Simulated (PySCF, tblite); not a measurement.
# C₆H₁₀ClO radical: geometry, infrared bands and EPR parameters

Wanted: the infrared bands and EPR parameters of C₆H₁₀ClO radical (`O[C@@H]1C[CH]C[C@@H](Cl)C1`), by calculation.

Programs: tblite 0.8.0 and PySCF 2.14.0, with density-fitted response routines of our own. Each step states its level of theory. These are calculated values for one molecule in the gas phase, unless marked as measured. Atoms count from 0, in the outputs and in this text.

**1. The starting structure**

18 atoms, charge 0, multiplicity 2; geometry from: force field or distance geometry start.

Bonds of the start (Å): O0–C1 1.44, C1–C2 1.52, C2–C3 1.50, C3–C4 1.51, C4–C5 1.53, C5–Cl6 1.79, C5–C7 1.54, C7–C1 1.52, O0–H8 0.97, C1–H9 1.09, C2–H10 1.10, C2–H11 1.09, C3–H12 1.08, C4–H13 1.10, C4–H14 1.10, C5–H15 1.11, C7–H16 1.10, C7–H17 1.10.

**2. Geometry optimisation with GFN2-xTB**

Job settings and geometry (Å):

```
{"job": {"kind": "relax", "xc": "GFN2-xTB", "basis": "xTB"}, "charge": 0, "multiplicity": 2}
O      1.928200     0.163300     0.919300
C      1.287000    -0.015200    -0.359500
C      0.483600     1.221300    -0.723200
C     -0.787300     1.359800     0.064500
C     -1.606600     0.119500     0.323700
C     -0.748000    -1.089700     0.688400
Cl    -1.756600    -2.562600     0.707300
C      0.431900    -1.274300    -0.276400
H      2.442600     0.985400     0.879500
H      2.087800    -0.168600    -1.079300
H      0.202100     1.178800    -1.789800
H      1.072000     2.124700    -0.570600
H     -1.260200     2.327100     0.183800
H     -2.181100    -0.085100    -0.595000
H     -2.329700     0.332700     1.118900
H     -0.364500    -0.965700     1.723700
H      0.052400    -1.514400    -1.281000
H      1.037500    -2.130700     0.053900
```

Started as:

```sh
OMP_NUM_THREADS=1 python probes_run.py task.json out
```

This one command runs all jobs of the session in turn.

**Question.** This job is followed by: GFN2-xTB harmonic vibrations, gas phase; UKS B3LYP, pcH-1 on C Cl H O, non-relativistic, mean-field spin-orbit, GIAO. Predict these results of the whole session: strongest single infrared mode (GFN2-xTB); zero-point energy (GFN2-xTB); g(iso) (B3LYP); ⟨S²⟩; largest a(iso); potential on the surface of density 0.002 e/bohr³, 1st and 99th percentile.

**Answer**, as computed:

| quantity | value |
| --- | --- |
| strongest single infrared mode (GFN2-xTB) | 291 cm⁻¹, 154 km/mol |
| zero-point energy (GFN2-xTB) | 92.2 kcal/mol |
| g(iso) (B3LYP) | 2.00294 |
| ⟨S²⟩ | 0.754 (exact 0.75) |
| largest a(iso) | 13C on C3, 117.2 MHz |
| potential on the surface of density 0.002 e/bohr³, 1st and 99th percentile | -1.23 V and 2.28 V |

**Reading.** Relaxing lowered the energy by 0.154 eV in 72 steps; the close pair that moved most is C1–C2, from 1.519 to 1.555 Å. No mode is imaginary among the 48: a minimum at this level. The strongest single mode, at 291 cm⁻¹, moves mainly H8. Unscaled tight-binding wavenumbers are off by several per cent, some by more. Its intensities can rank the bands wrongly. Most of the unpaired spin sits on C3 (1.01 e). The isotropic g lies 0.6 ppt above the free-electron value. These values are for one conformer; the search (at its own cheap level) found 2 more, at 0.64, 3.19 kcal/mol, and measured spectra average over such forms.
